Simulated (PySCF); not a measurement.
# C5H8N2Si: runs on many settings, part 2 of 2

PySCF 2.14.0. Atoms count from 0.

## 4. J couplings: BLYP/6-311G**

What the job is given:

```
{"job": {"kind": "j", "xc": "BLYP", "basis": "6-311G**", "scf": {"aux": "def2-universal-jkfit"}, "grid": 4}, "charge": 0, "multiplicity": 1}
C      0.162354    -1.860015    -0.185473
C     -0.526392    -0.538106    -0.254069
C     -1.847340    -0.432150    -0.700120
N     -2.501486     0.707723    -0.779454
N     -1.919423     1.817137    -0.432555
C     -0.675595     1.802351    -0.001505
C      0.104340     0.647125     0.119699
Si     1.883764     0.730295     0.749682
H     -0.495850    -2.659529    -0.517786
H      0.479584    -2.065504     0.836123
H      1.053389    -1.852927    -0.812027
H     -2.405879    -1.306649    -1.007870
H     -0.273143     2.770588     0.264436
H      1.989334    -0.085194     1.961961
H      2.193529     2.128659     1.038211
H      2.771215     0.205138    -0.290664
```

With the program's defaults for keys left out, this is: BLYP/6-311G** indirect spin-spin coupling, non-relativistic, gas phase.

What it wrote:

```text
final grid: 353376 points
cycle   1  E = -594.1833359770  dE =  9.861e-01  |g| = 5.182e-01  |ddm| = 3.626e+00
cycle   2  E = -594.1454323093  dE =  3.790e-02  |g| = 6.256e-01  |ddm| = 1.443e+00
cycle   3  E = -594.2463569833  dE = -1.009e-01  |g| = 1.374e-01  |ddm| = 8.522e-01
cycle   4  E = -594.2491635326  dE = -2.807e-03  |g| = 8.927e-02  |ddm| = 2.210e-01
cycle   5  E = -594.2511473166  dE = -1.984e-03  |g| = 2.337e-02  |ddm| = 1.025e-01
cycle   6  E = -594.2512460235  dE = -9.871e-05  |g| = 1.240e-02  |ddm| = 3.017e-02
cycle   7  E = -594.2512788142  dE = -3.279e-05  |g| = 2.615e-03  |ddm| = 1.218e-02
cycle   8  E = -594.2512804277  dE = -1.614e-06  |g| = 8.304e-04  |ddm| = 3.107e-03
cycle   9  E = -594.2512806133  dE = -1.856e-07  |g| = 8.074e-05  |ddm| = 8.604e-04
cycle  10  E = -594.2512806139  dE = -5.926e-10  |g| = 6.160e-05  |ddm| = 1.011e-04
cycle  11  E = -594.2512806148  dE = -8.805e-10  |g| = 1.418e-05  |ddm| = 5.121e-05
converged SCF energy = -594.2512806148

Indirect spin-spin couplings (Hz)
  i      j    bonds     total        FC       PSO       DSO        SD
  0 C    1 C    1     40.624    41.821    -1.446     0.249         -
  0 C    2 C    2      3.544     3.863    -0.330     0.010         -
  0 C    3 N    3      0.673     0.756    -0.076     0.030    -0.036
  0 C    4 N    4     -0.609    -0.576    -0.051     0.030    -0.012
  0 C    5 C    3      1.439     1.355     0.148    -0.064         -
  0 C    6 C    2      3.124     3.476    -0.369     0.018         -
  0 C    7 Si   3     -5.953    -5.855    -0.060    -0.014    -0.024
  0 C    8 H    1    124.573   122.690     1.151     0.732         -
  0 C    9 H    1    121.901   119.903     1.231     0.767         -
  0 C   10 H    1    121.929   119.931     1.231     0.767         -
  0 C   11 H    3      3.232     3.289    -0.108     0.051         -
  0 C   12 H    4      1.175     1.212     0.297    -0.334         -
  0 C   14 H    4      1.689     1.850     0.167    -0.328         -
  0 C   15 H    4      0.150     0.101    -0.069     0.119         -
  1 C    2 C    1     52.603    58.962    -6.667     0.309         -
  1 C    3 N    2     -0.065     1.263    -1.197     0.005    -0.136
  1 C    4 N    3     -7.716    -5.333    -1.086     0.001    -1.298
  1 C    5 C    2     -1.304    -1.678     0.332     0.042         -
  1 C    6 C    1     49.678    56.727    -7.374     0.325         -
  1 C    7 Si   2     -3.020    -2.847    -0.123    -0.008    -0.043
  1 C    8 H    2     -3.979    -3.648    -0.310    -0.021         -
  1 C    9 H    2     -4.403    -4.383    -0.056     0.035         -
  1 C   10 H    2     -4.392    -4.371    -0.055     0.034         -
  1 C   11 H    2      8.286     9.271    -0.789    -0.196         -
  1 C   12 H    3      5.094     5.200     0.332    -0.438         -
  1 C   13 H    3      0.373     0.475    -0.126     0.024         -
  1 C   14 H    3      4.088     4.245     0.169    -0.326         -
  1 C   15 H    3      0.375     0.477    -0.127     0.025         -
  2 C    3 N    1     10.988     4.388     6.887    -0.103    -0.184
  2 C    4 N    2      4.207     3.834     0.141     0.024     0.208
  2 C    5 C    3     20.685    19.476     1.193     0.016         -
  2 C    6 C    2     -0.993    -1.723     0.697     0.034         -
  2 C    7 Si   3     -1.214    -1.159    -0.018     0.041    -0.078
  2 C    8 H    3      6.258     6.450    -0.419     0.228         -
  2 C    9 H    3      3.398     3.485     0.147    -0.234         -
  2 C   10 H    3      3.391     3.478     0.147    -0.234         -
  2 C   11 H    1    171.088   170.280    -0.296     1.104         -
  2 C   12 H    4     -1.072    -1.101     0.501    -0.471         -
  2 C   13 H    4     -0.516    -0.462     0.118    -0.171         -
  2 C   14 H    4      0.602     0.693     0.167    -0.258         -
  2 C   15 H    4     -0.515    -0.462     0.118    -0.171         -
  3 N    4 N    1    -26.153   -19.823    -5.806     0.041    -0.565
  3 N    5 C    2      4.296     4.494    -0.312     0.024     0.091
  3 N    6 C    3     -7.620    -5.220    -1.146     0.003    -1.258
  3 N    7 Si   4      1.114     1.345    -0.145    -0.020    -0.066
  3 N    9 H    4      0.207     0.171    -0.087     0.118     0.005
  3 N   10 H    4      0.208     0.172    -0.087     0.118     0.005
  3 N   11 H    2    -12.572   -14.186     1.486     0.093     0.035
  3 N   12 H    3     -3.576    -3.894     0.055     0.255     0.009
  4 N    5 C    1     12.093     5.956     6.498    -0.104    -0.258
  4 N    6 C    2     -0.021     0.883    -0.885     0.006    -0.024
  4 N    7 Si   3     -1.063    -1.007    -0.055    -0.018     0.017
  4 N    9 H    5     -0.304    -0.377    -0.062     0.109     0.026
  4 N   10 H    5     -0.304    -0.377    -0.062     0.109     0.026
  4 N   11 H    3     -3.289    -3.679     0.122     0.257     0.012
  4 N   12 H    2    -13.253   -14.714     1.354     0.086     0.020
  4 N   13 H    4      0.214     0.156    -0.045     0.097     0.005
  4 N   15 H    4      0.213     0.156    -0.045     0.097     0.006
  5 C    6 C    1     44.181    50.767    -6.898     0.311         -
  5 C    7 Si   2     -5.004    -5.064     0.069    -0.010    -0.000
  5 C    8 H    4      1.412     1.458     0.261    -0.307         -
  5 C    9 H    4     -0.851    -0.791     0.152    -0.211         -
  5 C   10 H    4     -0.852    -0.793     0.152    -0.212         -
  5 C   11 H    4     -0.902    -1.004     0.574    -0.472         -
  5 C   12 H    1    171.868   171.090    -0.338     1.117         -
  5 C   13 H    3      2.534     2.664     0.076    -0.205         -
  5 C   14 H    3      3.163     3.209    -0.238     0.192         -
  5 C   15 H    3      2.541     2.670     0.076    -0.205         -
  6 C    7 Si   1    -50.797   -51.417     2.098    -0.122    -1.356
  6 C    8 H    3      8.788     8.924     0.230    -0.366         -
  6 C    9 H    3      2.560     2.703    -0.242     0.099         -
  6 C   10 H    3      2.553     2.696    -0.241     0.098         -
  6 C   11 H    3      3.487     3.462     0.472    -0.446         -
  6 C   12 H    2     10.563    11.543    -0.822    -0.158         -
  6 C   13 H    2      3.944     4.081    -0.101    -0.036         -
  6 C   14 H    2      5.293     5.549    -0.206    -0.050         -
  6 C   15 H    2      3.938     4.075    -0.102    -0.035         -
  7 Si   8 H    4     -0.664    -0.684    -0.218     0.212     0.025
  7 Si   9 H    4      0.430     0.403     0.070    -0.117     0.074
  7 Si  10 H    4      0.427     0.400     0.070    -0.117     0.074
  7 Si  11 H    4     -2.521    -2.535    -0.179     0.215    -0.023
  7 Si  12 H    3     -4.770    -4.846     0.089    -0.053     0.039
  7 Si  13 H    1   -185.913  -186.240     0.579    -0.207    -0.046
  7 Si  14 H    1   -192.764  -193.120     0.618    -0.199    -0.063
  7 Si  15 H    1   -185.901  -186.228     0.579    -0.207    -0.046
  8 H    9 H    2    -11.406   -11.302     2.308    -2.412         -
  8 H   10 H    2    -11.414   -11.310     2.308    -2.412         -
  8 H   11 H    4      0.193    -0.143    -1.512     1.848         -
  8 H   12 H    5      0.192     0.429     1.158    -1.396         -
  8 H   13 H    5      0.261     0.339     0.697    -0.775         -
  8 H   14 H    5      0.203     0.669     0.912    -1.378         -
  8 H   15 H    5      0.259     0.337     0.697    -0.775         -
  9 H   10 H    2    -15.326   -15.341     2.208    -2.193         -
  9 H   11 H    4     -0.860    -0.731     0.826    -0.954         -
  9 H   13 H    5      0.472    -0.076    -1.275     1.823         -
  9 H   14 H    5     -0.392     0.276     0.529    -1.197         -
  9 H   15 H    5      1.160     1.138    -0.126     0.149         -
 10 H   11 H    4     -0.861    -0.733     0.826    -0.954         -
 10 H   13 H    5      1.159     1.138    -0.124     0.146         -
 10 H   14 H    5     -0.390     0.277     0.529    -1.196         -
 10 H   15 H    5      0.472    -0.077    -1.277     1.826         -
 11 H   12 H    5      0.725     1.075     1.652    -2.002         -
 11 H   14 H    5      0.170     0.493     0.849    -1.172         -
 12 H   13 H    4     -0.594    -0.130     0.451    -0.916         -
 12 H   14 H    4      0.521    -0.035    -1.178     1.734         -
 12 H   15 H    4     -0.594    -0.130     0.453    -0.917         -
 13 H   14 H    2      4.959     6.205     0.881    -2.127         -
 13 H   15 H    2      2.957     4.142     0.859    -2.044         -
 14 H   15 H    2      4.969     6.217     0.883    -2.131         -
```

It took 62 s on 1 thread of Intel Xeon Platinum 8488C, shared host; peak memory 0.74 GiB.

This basis has no tight s functions, so the Fermi-contact terms are rough.

Couplings of 1 Hz or more, nine at most for each number of bonds, with means over like pairs (isotopes 13C, 1H, 15N, 29Si):

```
   pair  bonds  J (Hz)  Fermi contact (Hz)  dihedral (°)
Si7–H13      1  -188.2              -188.5             –
 C5–H12      1   171.9               171.1             –
 C2–H11      1   171.1               170.3             –
  C0–H8      1   122.8               120.8             –
  C1–C2      1    52.6                59.0             –
 C6–Si7      1   -50.8               -51.4             –
  C1–C6      1    49.7                56.7             –
  C5–C6      1    44.2                50.8             –
  C0–C1      1    40.6                41.8             –
 N4–H12      2   -13.3               -14.7             –
  H8–H9      2   -12.7               -12.7             –
 N3–H11      2   -12.6               -14.2             –
 C6–H12      2    10.6                11.5             –
 C1–H11      2     8.3                 9.3             –
 C5–Si7      2    -5.0                -5.1             –
 C6–H13      2     4.4                 4.6             –
  N3–C5      2     4.3                 4.5             –
H13–H14      2     4.3                 5.5             –
  C2–C5      3    20.7                19.5             –
  C1–N4      3    -7.7                -5.3             –
  N3–C6      3    -7.6                -5.2             –
 C0–Si7      3    -6.0                -5.9             0
 C1–H12      3     5.1                 5.2          -180
Si7–H12      3    -4.8                -4.8             0
  C6–H8      3     4.6                 4.8             –
  C2–H8      3     4.3                 4.5             –
 N3–H12      3    -3.6                -3.9           180
Si7–H11      4    -2.5                -2.5             –
 C0–H12      4     1.2                 1.2             –
 N3–Si7      4     1.1                 1.3             –
 C2–H12      4    -1.1                -1.1             –
```

The spin-dipole term was solved for some atoms only; pairs without it lack that part.

Quadrupole couplings from the field gradients of the same density:

```
atom  isotope  eQq/h (MHz)     η
  N3      14N       -6.266  0.18
  N4      14N       -6.068  0.12
```

Shifts (PBE0/pcSseg-1, scaled to CDCl3 for protons on carbon, raw for the others) and these couplings together give the proton spectrum at 500 MHz below.

1H NMR δ 9.06 (s, 1H), 9.01 (s, 1H), 4.47 (s, 3H), 2.41 (s, 3H).

## 5. NMR shieldings: B97-2/pcSseg-1

Settings changed since step 4:

```diff
@@ -1,2 +1,2 @@
-{"job": {"kind": "j", "xc": "BLYP", "basis": "6-311G**", "scf": {"aux": "def2-universal-jkfit"}, "grid": 4}, "charge": 0, "multiplicity": 1}
+{"job": {"kind": "nmr", "xc": "B97-2", "basis": "pcSseg-1", "pop": true, "scf": {"diis": false, "max_cycle": 54}}, "charge": 0, "multiplicity": 1}
 C      0.162354    -1.860015    -0.185473
```

With the program's defaults for keys left out, this is: GIAO B97-2/pcSseg-1 NMR shielding, non-relativistic, gas phase.

What it wrote:

```text
final grid: 132928 points
cycle   1  E = -594.1211461194  dE =  1.189e+00  |g| = 3.317e-01  |ddm| = 3.943e+00
cycle   2  E = -594.1302592906  dE = -9.113e-03  |g| = 2.770e-01  |ddm| = 9.264e-01
cycle   3  E = -594.1184394084  dE =  1.182e-02  |g| = 3.635e-01  |ddm| = 7.179e-01
cycle   4  E = -594.0735883005  dE =  4.485e-02  |g| = 5.649e-01  |ddm| = 9.818e-01
cycle   5  E = -593.8684025327  dE =  2.052e-01  |g| = 1.094e+00  |ddm| = 1.554e+00
cycle   6  E = -591.0463083039  dE =  2.822e+00  |g| = 3.015e+00  |ddm| = 4.759e+00
cycle   7  E = -566.8124168457  dE =  2.423e+01  |g| = 9.215e+00  |ddm| = 1.948e+01
cycle   8  E = -509.9336224592  dE =  5.688e+01  |g| = 1.411e+01  |ddm| = 3.183e+01
cycle   9  E = -400.4927520000  dE =  1.094e+02  |g| = 2.205e+01  |ddm| = 3.968e+01
cycle  10  E = -385.3566481581  dE =  1.514e+01  |g| = 2.068e+01  |ddm| = 4.589e+01
[... 34 cycles left out ...]
cycle  45  E = -117.9773432072  dE =  9.151e+01  |g| = 2.856e+01  |ddm| = 5.641e+01
cycle  46  E = -209.4876669374  dE = -9.151e+01  |g| = 2.815e+01  |ddm| = 5.641e+01
cycle  47  E = -117.9773432072  dE =  9.151e+01  |g| = 2.856e+01  |ddm| = 5.641e+01
cycle  48  E = -209.4876669374  dE = -9.151e+01  |g| = 2.815e+01  |ddm| = 5.641e+01
cycle  49  E = -117.9773432072  dE =  9.151e+01  |g| = 2.856e+01  |ddm| = 5.641e+01
cycle  50  E = -209.4876669374  dE = -9.151e+01  |g| = 2.815e+01  |ddm| = 5.641e+01
cycle  51  E = -117.9773432072  dE =  9.151e+01  |g| = 2.856e+01  |ddm| = 5.641e+01
cycle  52  E = -209.4876669374  dE = -9.151e+01  |g| = 2.815e+01  |ddm| = 5.641e+01
cycle  53  E = -117.9773432072  dE =  9.151e+01  |g| = 2.856e+01  |ddm| = 5.641e+01
cycle  54  E = -209.4876669374  dE = -9.151e+01  |g| = 2.815e+01  |ddm| = 5.641e+01
SCF not converged, last energy = -209.4876669374
```

Run time: 54 s. Hardware: 1 thread of Intel Xeon Platinum 8488C, shared host; peak memory 0.75 GiB.

**What went wrong.** The SCF swings between two densities 91.51 Eh apart: plain iteration without DIIS overshoots. Cure: turn DIIS on. Numbers printed on the way are no properties of the molecule.

## 6. What came out

What follows sums up all 2 parts.

| quantity | value |
| --- | --- |
| 13C shifts against TMS (PBE0/pcSseg-1) | 159.3, 155.9, 147.1, 132.6, 21.0 ppm |
| 1H shifts against TMS (PBE0/pcSseg-1, means over atoms taken as alike) | 9.49, 9.45, 4.47, 2.44 ppm |
| 15N shifts against NH3 (PBE0/pcSseg-1) | 473.1, 454.4 ppm |
| 29Si shifts against TMS (PBE0/pcSseg-1) | -77.6 ppm |
| lowest singlet (PBE0/def2-SVPD) | 3.25 eV (382 nm), f = 0.004 |
| brightest single state of those computed | state 6, 6.20 eV, f = 0.084 |
| lowest triplet | 2.53 eV |
| largest coupling of the table (BLYP/6-311G**) | 1J(Si,H) Si7–H13, -188.2 Hz |
| property runs in this session | 4, of which 1 failed and 0 gave unsound results |

**Reading.** Single values in the summary come from the first run of each kind that ended normally (PBE0/pcSseg-1; PBE0/def2-SVPD; BLYP/6-311G**), which need not be the best level. NICS(1)zz of -28 ppm above the planar ring from C1 marks a diatropic (aromatic) ring current. The first singlet state (HOMO→LUMO 0.99) lies at 3.25 eV and is weak; of the 6 states computed, the strongest absorption comes from state 6 at 6.20 eV (the last computed, so partners may be missing). The lowest triplet lies 0.71 eV below the lowest singlet (triplets in Tamm-Dancoff, singlets in full TDDFT). Of the pairs tabulated at BLYP/6-311G**, Si7–H13 (mean over like pairs) couples most strongly (-188.2 Hz; Fermi contact -188.5 Hz). Couplings from bases without tight functions are rough.
